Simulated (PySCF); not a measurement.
# C₁₀H₆: magnetic properties

Aim: compute the magnetic properties of C₁₀H₆ (`C#Cc1cccc(C#C)c1`).

Programs: PySCF 2.14.0, with routines of our own; each step states its level. All values are computed. Atoms count from 0.

## Step 1: The starting structure

16 atoms, charge 0, multiplicity 1; geometry from: GFN2-xTB.

## Step 2: Magnetic properties: GIAO HF/pcSseg-1

The job: settings as JSON, then the geometry in Å.

```
{"job": {"kind": "mag", "xc": "HF", "basis": "pcSseg-1", "isotopologues": 0}, "charge": 0, "multiplicity": 1}
C      3.409497    -1.519776     0.353156
C      2.390469    -0.893763     0.250937
C      1.192104    -0.148048     0.131875
C      1.228273     1.246535     0.174947
C      0.056454     1.971373     0.058114
C     -1.155964     1.324899    -0.098306
C     -1.200405    -0.069412    -0.141663
C     -2.439759    -0.736422    -0.301218
C     -3.490588    -1.300290    -0.437790
C     -0.024499    -0.805002    -0.026533
H      4.298820    -2.069080     0.441855
H      2.176093     1.748798     0.300422
H      0.089629     3.050738     0.089387
H     -2.073061     1.888370    -0.187826
H     -4.407642    -1.795483    -0.557569
H     -0.057019    -1.884493    -0.061200
```

Level: GIAO HF/pcSseg-1 magnetisability, rotational g tensor and spin-rotation constants, non-relativistic, gas phase.

The run is started by

```
OMP_NUM_THREADS=1 python excited_run.py task.json out
```

This one command runs all jobs of the session in turn.

Standard output:

```text
final grid: 144312 points
cycle   1  E = -381.8601758524  dE =  3.195e+00  |g| = 5.625e-01  |ddm| = 4.340e+00
cycle   2  E = -381.9685461016  dE = -1.084e-01  |g| = 1.969e-01  |ddm| = 1.059e+00
cycle   3  E = -381.9781978456  dE = -9.652e-03  |g| = 1.117e-01  |ddm| = 4.540e-01
cycle   4  E = -381.9816370353  dE = -3.439e-03  |g| = 2.425e-02  |ddm| = 1.513e-01
cycle   5  E = -381.9817904241  dE = -1.534e-04  |g| = 5.413e-03  |ddm| = 3.134e-02
cycle   6  E = -381.9818025942  dE = -1.217e-05  |g| = 1.714e-03  |ddm| = 1.079e-02
cycle   7  E = -381.9818056110  dE = -3.017e-06  |g| = 8.638e-04  |ddm| = 4.173e-03
cycle   8  E = -381.9818069094  dE = -1.298e-06  |g| = 5.507e-04  |ddm| = 2.558e-03
cycle   9  E = -381.9818073771  dE = -4.677e-07  |g| = 1.825e-04  |ddm| = 1.948e-03
cycle  10  E = -381.9818074265  dE = -4.943e-08  |g| = 6.045e-05  |ddm| = 7.303e-04
cycle  11  E = -381.9818074290  dE = -2.474e-09  |g| = 2.209e-05  |ddm| = 1.222e-04
cycle  12  E = -381.9818074296  dE = -6.129e-10  |g| = 1.031e-05  |ddm| = 5.917e-05
converged SCF energy = -381.9818074296

Magnetisability tensor (1e-30 J/T^2)
    -1262.82       -0.45      103.57
       -0.45    -1169.94       27.14
      103.57       27.14    -2147.64
isotropic -1526.80   principal values   -2160.34  -1250.95  -1169.12
isotropic susceptibility -91.946 1e-6 cm^3/mol

Inertial axes            a          b          c
rot. const./GHz      2.7366     0.9204     0.6888
chi total           -75.334    -70.406   -130.099
chi diamagnetic    -550.861  -1364.363  -1801.531
chi paramagnetic    475.527   1293.957   1671.432
quadrupole/D A        9.416      5.291    -14.707
g nuclear            0.5772     0.5470     0.5546
g electronic        -0.6114    -0.5595    -0.5409
g total             -0.0342    -0.0126     0.0137

Spin-rotation constants (kHz, H = +C I.J)
atom  isotope        aa         bb         cc
 10     1H       -0.008     -0.072     -0.078
 11     1H        0.165     -0.045     -0.070
 12     1H       -0.290      0.101     -0.069
 13     1H        0.165     -0.045     -0.070
 14     1H       -0.010     -0.072     -0.078
 15     1H       -0.282      0.111     -0.070
  0    13C*       0.417      0.230      0.215
  1    13C*       0.133      0.237      0.255
  2    13C*       1.232      0.332      0.059
  3    13C*       1.287      0.360      0.071
  4    13C*       0.921      0.455      0.061
  9    13C*       1.008      0.468      0.080
* in the singly substituted isotopologue
```

Run time: 36 s. Hardware: 1 thread of Arm Neoverse N1, shared host; peak memory 0.87 GiB.

In short:

```
              quantity                     value
       magnetisability          -1527·10⁻³⁰ J/T²
  molar susceptibility        -91.9·10⁻⁶ cm³/mol
rotational g (a, b, c)  -0.0342, -0.0126, 0.0137
```

## Step 3: Magnetic properties: GIAO wB97X-D/pcSseg-0

The job, as its differences from that of step 2:

```diff
@@ -1,2 +1,2 @@
-{"job": {"kind": "mag", "xc": "HF", "basis": "pcSseg-1", "isotopologues": 0}, "charge": 0, "multiplicity": 1}
+{"job": {"kind": "mag", "xc": "wB97X-D", "basis": "pcSseg-0"}, "charge": 0, "multiplicity": 1}
 C      3.409497    -1.519776     0.353156
```

Method: GIAO wB97X-D/pcSseg-0 magnetisability, rotational g tensor and spin-rotation constants, non-relativistic, gas phase.

Standard output:

```text
coarse grid: 14584 points
cycle   1  E = -383.6011997772  dE =  2.207e+00  |g| = 2.825e-01  |ddm| = 4.733e+00
cycle   2  E = -383.6260211949  dE = -2.482e-02  |g| = 1.464e-01  |ddm| = 6.993e-01
cycle   3  E = -383.6297307182  dE = -3.710e-03  |g| = 8.668e-02  |ddm| = 2.164e-01
cycle   4  E = -383.6314559757  dE = -1.725e-03  |g| = 3.183e-02  |ddm| = 1.207e-01
cycle   5  E = -383.6317071816  dE = -2.512e-04  |g| = 3.387e-03  |ddm| = 2.941e-02
cycle   6  E = -383.6317107636  dE = -3.582e-06  |g| = 1.169e-03  |ddm| = 6.974e-03
final grid: 144312 points
cycle   7  E = -383.5898068678  dE = -7.334e-05  |g| = 3.456e-03  |ddm| = 4.393e-02
cycle   8  E = -383.5898093633  dE = -2.496e-06  |g| = 2.408e-03  |ddm| = 7.349e-03
cycle   9  E = -383.5898108299  dE = -1.467e-06  |g| = 7.557e-04  |ddm| = 3.251e-03
cycle  10  E = -383.5898109588  dE = -1.289e-07  |g| = 3.826e-04  |ddm| = 9.997e-04
cycle  11  E = -383.5898109929  dE = -3.415e-08  |g| = 9.329e-05  |ddm| = 4.476e-04
cycle  12  E = -383.5898109955  dE = -2.520e-09  |g| = 1.819e-05  |ddm| = 1.363e-04
cycle  13  E = -383.5898109957  dE = -2.002e-10  |g| = 8.327e-06  |ddm| = 4.488e-05
converged SCF energy = -383.5898109957

Magnetisability tensor (1e-30 J/T^2)
    -1240.05       -0.97      103.42
       -0.97    -1165.65       26.51
      103.42       26.51    -2123.79
isotropic -1509.83   principal values   -2136.45  -1228.17  -1164.86
isotropic susceptibility -90.924 1e-6 cm^3/mol

Inertial axes            a          b          c
rot. const./GHz      2.7366     0.9204     0.6888
chi total           -73.962    -70.150   -128.660
chi diamagnetic    -548.967  -1362.183  -1800.078
chi paramagnetic    475.005   1292.033   1671.418
quadrupole/D A        9.329      4.717    -14.046
g nuclear            0.5772     0.5470     0.5546
g electronic        -0.6107    -0.5587    -0.5408
g total             -0.0335    -0.0117     0.0137

Spin-rotation constants (kHz, H = +C I.J)
atom  isotope        aa         bb         cc
 10     1H       -0.024     -0.082     -0.087
 11     1H        0.144     -0.051     -0.081
 12     1H       -0.305      0.095     -0.080
 13     1H        0.143     -0.051     -0.081
 14     1H       -0.026     -0.082     -0.087
 15     1H       -0.294      0.100     -0.081
  0    13C*       0.411      0.232      0.215
  1    13C*       0.193      0.247      0.258
  2    13C*       1.228      0.341      0.056
  3    13C*       1.282      0.367      0.068
  4    13C*       0.971      0.456      0.056
  9    13C*       1.039      0.462      0.078
* in the singly substituted isotopologue
```

It took 35 s on 1 thread of Arm Neoverse N1, shared host; peak memory 0.58 GiB.

Key values:

```csv
quantity,value
magnetisability,-1510·10⁻³⁰ J/T²
molar susceptibility,-90.9·10⁻⁶ cm³/mol
"rotational g (a, b, c)","-0.0335, -0.0117, 0.0137"
```

## Step 4: Magnetic properties side by side

| level | ξ (10⁻³⁰ J/T²) | g(a) | g(b) | gap (eV) | functions | time |
| --- | --- | --- | --- | --- | --- | --- |
| GIAO HF/pcSseg-1 | -1527 | -0.0342 | -0.0126 | 10.92 | 200 | 36 s |
| GIAO wB97X-D/pcSseg-0 | -1510 | -0.0335 | -0.0117 | 9.15 | 102 | 35 s |

## Step 5: Summary of results

| quantity | value |
| --- | --- |
| magnetisability (step 2, GIAO HF/pcSseg-1) | -1527·10⁻³⁰ J/T² |
| molar susceptibility (step 2, GIAO HF/pcSseg-1) | -91.9·10⁻⁶ cm³/mol |
| rotational g (a, b, c) (step 2, GIAO HF/pcSseg-1) | -0.0342, -0.0126, 0.0137 |
| magnetisability over the levels | -1527 to -1510·10⁻³⁰ J/T² |

What this shows: The magnetisability spreads by 1.1 % over 2 levels of like cost. Two levels can agree by chance, so this spread shows no convergence. Vibrational averaging and real surroundings are missing from these values.
